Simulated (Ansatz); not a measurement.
Relaxation of a periodic cell of 17 atoms, TiSi16 (host Si, host structure diamond, interstitial Ti), to a largest force component of 0.03 eV/Å in at most 60 steps.

These are results of DFT PBEsol, scalar-relativistic, plane waves, PAW in Ansatz 0.2.0, not measurements. Settings: PAW set soft_1, cutoff 420 eV, k mesh 2x2x2, gaussian smearing 0.05 eV, no spin polarisation.

```xyz
17
Lattice="0.0000 5.4300 5.4300 5.4300 0.0000 5.4300 5.4300 5.4300 0.0000" Properties=species:S:1:pos:R:3
Si 0.000 0.000 0.000
Si 1.357 1.357 1.357
Si 2.715 2.715 0.000
Si 4.072 4.072 1.357
Si 2.715 0.000 2.715
Si 4.072 1.357 4.072
Si 5.430 2.715 2.715
Si 6.787 4.072 4.072
Si 0.000 2.715 2.715
Si 1.357 4.072 4.072
Si 2.715 5.430 2.715
Si 4.072 6.787 4.072
Si 2.715 2.715 5.430
Si 4.072 4.072 6.787
Si 5.430 5.430 5.430
Si 6.787 6.787 6.787
Ti 2.129 4.714 6.121
```

Task: Where does it end, and by what steps?

Result: The run converged. The force dipped under the threshold on the way, but the program's further checks kept it going. Limits of this set-up: coarse k mesh, PAW files made for another functional. After 9 steps the energy has fallen by 3.363 eV; Ti17 moved furthest, 1.07 Å. Joined: Si3–Ti17 (3.55 → 2.76 Å), Si11–Ti17 (3.53 → 2.76 Å).

```json
{"step": "0", "energy less start (eV)": "0.0000", "largest force component (eV/Å)": "4.225", "accepted": "yes"}
{"step": "1", "energy less start (eV)": "-1.3046", "largest force component (eV/Å)": "1.493", "accepted": "yes"}
{"step": "2", "energy less start (eV)": "-1.7210", "largest force component (eV/Å)": "0.759", "accepted": "yes"}
{"step": "3", "energy less start (eV)": "-2.0750", "largest force component (eV/Å)": "1.144", "accepted": "yes"}
{"step": "4", "energy less start (eV)": "-2.4585", "largest force component (eV/Å)": "0.968", "accepted": "yes"}
{"step": "5", "energy less start (eV)": "-2.8557", "largest force component (eV/Å)": "0.829", "accepted": "yes"}
{"step": "6", "energy less start (eV)": "-3.1878", "largest force component (eV/Å)": "0.411", "accepted": "yes"}
{"step": "7", "energy less start (eV)": "-3.3495", "largest force component (eV/Å)": "0.127", "accepted": "yes"}
{"step": "8", "energy less start (eV)": "-3.3627", "largest force component (eV/Å)": "0.024", "accepted": "yes"}
{"step": "9", "energy less start (eV)": "-3.3627", "largest force component (eV/Å)": "0.024", "accepted": "yes"}
```

```xyz
17
Lattice="0.0000 5.4300 5.4300 5.4300 0.0000 5.4300 5.4300 5.4300 0.0000" Properties=species:S:1:pos:R:3
Si -0.068 -0.034 0.033
Si 1.276 1.363 1.445
Si 2.674 2.707 0.047
Si 4.055 4.019 1.409
Si 2.688 -0.034 2.790
Si 4.067 1.344 4.084
Si 5.406 2.684 2.744
Si 6.741 4.019 4.095
Si -0.048 2.659 2.770
Si 1.277 3.984 4.066
Si 2.675 5.382 2.722
Si 4.069 6.776 4.082
Si 2.688 2.639 5.463
Si 4.085 3.983 6.875
Si 5.430 5.381 5.477
Si 6.742 6.763 6.839
Ti 2.672 5.380 5.479
```

Whether the end is a true minimum wasn't checked by a vibrational analysis.

Run time: 56 s on 1 thread of Arm Neoverse V2, on a shared host, peak memory 0.54 GiB.
